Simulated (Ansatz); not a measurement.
# H3NOSiZn: small, medium and large basis sets

An exercise on one series of results from a longer session: the logs are not shown, and one member is left open.

The runs use Ansatz 0.2.0, Gaussian basis; one geometry, several basis sets.

Levels to be run: PBE0-D4/def2-SVP; ωB97M-V/def2-SVP; PBE0-D4/def2-QZVPP; ωB97M-V/def2-QZVPP; the functionals' def2-TZVPP values are taken from earlier runs.

### Structure used throughout

An earlier PBE0-D4 in a triple-zeta def2 set relaxation fixed the geometry.

7 atoms, charge 0, spin multiplicity 1.

Atoms are counted from 1 here; the program's logs count them from 0.

Bond lengths: N1–Si2 1.669 Å, N1–H5 1.007 Å, N1–H6 1.009 Å, Si2–O3 1.522 Å, Si2–H7 1.478 Å. Angles: Si2–N1–H5 123.5°, Si2–N1–H6 122.3°, H5–N1–H6 114.2°, N1–Si2–O3 126.0°, N1–Si2–H7 108.5°, O3–Si2–H7 125.5°.

The first run:

in.yaml

```yaml
crystal:
  periodic: [false, false, false]
  atoms:
    - {symbol: N, position_ang: [-0.448969, 0.932542, -0.249528]}
    - {symbol: Si, position_ang: [0.849736, -0.037181, 0.147250]}
    - {symbol: O, position_ang: [0.801564, -1.537842, 0.398563]}
    - {symbol: Zn, position_ang: [-1.444933, -2.721593, 0.202299]}
    - {symbol: H, position_ang: [-0.374786, 1.923957, -0.408119]}
    - {symbol: H, position_ang: [-1.383385, 0.566807, -0.351110]}
    - {symbol: H, position_ang: [2.061773, 0.805311, 0.214945]}
basis:
  gaussian: {orbitals: def2-SVP}
hamiltonian: {xc: pbe0, dispersion: d4}
output: {orbitals: {seedname: orbitals}}
```

Among the steps run: PBE0-D4 in def2-SVP; ωB97M-V in def2-SVP; PBE0-D4 in def2-QZVPP; ωB97M-V in def2-QZVPP.

One of the session's tables, all rows but one given; the rest of the session is left out.

It belongs to the step «Functionals by basis». 

| functional | basis | HOMO (eV) |
| --- | --- | --- |
| PBE0-D4 | def2-SVP | -5.02 |
| PBE0-D4 | def2-TZVPP | ? |
| PBE0-D4 | def2-QZVPP | -5.31 |
| ωB97M-V | def2-SVP | -7.02 |
| ωB97M-V | def2-TZVPP | -7.31 |
| ωB97M-V | def2-QZVPP | -7.33 |

Q: Estimate the row for PBE0-D4, def2-TZVPP from the others.

As computed: HOMO (eV): -5.30. In the column «HOMO (eV)» it lies between PBE0-D4, def2-QZVPP (-5.31) and PBE0-D4, def2-SVP (-5.02).
